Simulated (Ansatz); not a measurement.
# Co: the cost of one run

Method: DFT PBEsol, scalar-relativistic, plane waves, PAW, in Ansatz 0.2.0.

1 further run of the same task is left out (it didn't finish).

### 1 Starting point

It takes space group P6_3/mmc (No. 194, hexagonal). The conventional cell has a = 2.456 Å, b = 2.456 Å, c = 3.969 Å, α = 90.00°, β = 90.00°, γ = 120.00°. Co (site symmetry -6m2) has 12 Co at 2.44 to 2.46 Å as nearest neighbours.

Structure file:

```cif
data_structure
_symmetry_space_group_name_H-M 'P 1'
_symmetry_Int_Tables_number 1
_cell_length_a 2.4564
_cell_length_b 2.4564
_cell_length_c 3.9695
_cell_angle_alpha 90.000
_cell_angle_beta 90.000
_cell_angle_gamma 120.000
_cell_volume 20.74
loop_
_atom_site_label
_atom_site_type_symbol
_atom_site_fract_x
_atom_site_fract_y
_atom_site_fract_z
_atom_site_occupancy
Co1 Co 0.66667 0.33333 0.25001 1
Co2 Co 0.33333 0.66667 0.74999 1
```

It goes back to an entry of the Materials Project.

This cell was relaxed beforehand with the same method: volume 10.37 Å³/atom, gap on the mesh none (metal), site moments up to 1.6 μB.

### 2 Cutting the slab

Miller indices refer to the conventional cell of the relaxed bulk, P6_3/mmc (No. 194): a = 2.456 Å, b = 2.456 Å, c = 3.969 Å, α = 90.00°, β = 90.00°, γ = 120.00°.

A (001) slab, 4.0 Å thick as cut, with 17 Å of vacuum; its outer planes are Co (top) and Co (bottom).

The slab as cut. Layers, bottom to top:

```
plane  atoms per cell  height over the lowest (Å)
    1              Co                        0.00
    2              Co                        1.98
    3              Co                        3.97
```

### 3 Relaxing the clean slab

input.yaml reads:

```yaml
crystal:
  lattice:
    - [2.4564189009, 0.0, 0.0]
    - [-1.2282094505, 2.1273211705, 0.0]
    - [0.0, 0.0, 20.9694710922]
  atoms:
    - { symbol: Co, position: [0.6666666667, 0.3333333333, 0.4053511871], spin: 1.8 }
    - { symbol: Co, position: [0.3333333333, 0.6666666667, 0.4999973963], spin: 1.8 }
    - { symbol: Co, position: [0.6666666667, 0.3333333333, 0.5946488129], spin: 1.8 }
basis:
  ecutwfc: 420
kpoints:
  mp_grid: { grid: [12, 12, 1] }
hamiltonian:
  xc: pbesol
scf:
  occupations: { method: gaussian, width: 0.1 }
output:
  forces: true
  eigenvalues: true
  populations: true
  write_density: true
  write_potential: true
  elf: true
  volumetric_format: npy
magnetization:
  spin_polarized: true
relax:
  adjacent_minimum: "off"
  f_tol: 0.03
  max_steps: 70
  constraints: [{ sites: [0] }]
efield:
  axis: 3
  dipole_correction: true
  ramp_width: 0.04
```

Started as:

```sh
$ ansatz run input.yaml --threads 1 --pin off --max-ram 2560MiB --backend cpu --events-out ev --progress --plain --runs-dir out
```

What time and memory should one allow on 1 thread of Intel Xeon at 2.70GHz, shared host?

About 65 s, with a peak of 0.45 GiB.
